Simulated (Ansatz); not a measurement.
# Nb3O: the cost of one run

Computed with Ansatz 0.2.0 (DFT PBEsol, scalar-relativistic, plane waves, PAW, unless a step's input says otherwise).

1 further run of the same task is left out (set aside as unsound or not needed).

## Step 1: The system as given

It takes space group Pm-3n (No. 223, cubic). The conventional cell has a = 4.780 Å, b = 4.780 Å, c = 4.780 Å, α = 90.00°, β = 90.00°, γ = 90.00°. Nb (site symmetry -4m2) has 2 Nb at 2.39 Å and 4 O at 2.67 Å as nearest neighbours. Around O (site symmetry m-3) lie 12 Nb at 2.67 Å.

As a file:

```
Nb O
1.0
     4.77999    0.00000    0.00000
     0.00000    4.77999    0.00000
     0.00000    0.00000    4.77999
Nb O
6 2
Direct
  0.25000 0.00000 0.50000
  0.50000 0.75000 0.00000
  0.75000 0.00000 0.50000
  0.50000 0.25000 0.00000
  0.00000 0.50000 0.75000
  0.00000 0.50000 0.25000
  0.00000 0.00000 0.00000
  0.50000 0.50000 0.50000
```

The cell was made up by rule, so the compound may not exist in this form.

(A quick probe on a coarse mesh, which set the mesh and smearing, is not shown.)

## Step 3: A loose first relaxation

Input file input.yaml:

```yaml
crystal:
  lattice:
    - [4.7799942857, 0.0, 0.0]
    - [0.0, 4.7799942857, 0.0]
    - [0.0, 0.0, 4.7799942857]
  atoms:
    - { symbol: Nb, position: [0.25, 0.0, 0.5] }
    - { symbol: Nb, position: [0.5, 0.75, 0.0] }
    - { symbol: Nb, position: [0.75, 0.0, 0.5] }
    - { symbol: Nb, position: [0.5, 0.25, 0.0] }
    - { symbol: Nb, position: [0.0, 0.5, 0.75] }
    - { symbol: Nb, position: [0.0, 0.5, 0.25] }
    - { symbol: O, position: [0.0, 0.0, 0.0] }
    - { symbol: O, position: [0.5, 0.5, 0.5] }
basis:
  ecutwfc: 420
kpoints:
  mp_grid: { grid: [4, 4, 4] }
hamiltonian:
  xc: pbesol
scf:
  occupations: { method: gaussian, width: 0.1 }
output:
  forces: true
  stress: true
  eigenvalues: true
relax:
  adjacent_minimum: "off"
  f_tol: 0.05
  max_steps: 80
  cell: { stress_tol: 0.5 }
```

Run with:

```
ansatz run input.yaml --threads 2 --pin off --max-ram 7168MiB --backend cpu --events-out ev --progress --plain --runs-dir out
```

**Question.** How long does this run take on 2 threads of Arm Neoverse V2, shared host, and how much memory does it need?

About 9.7 s, with a peak of 0.41 GiB.
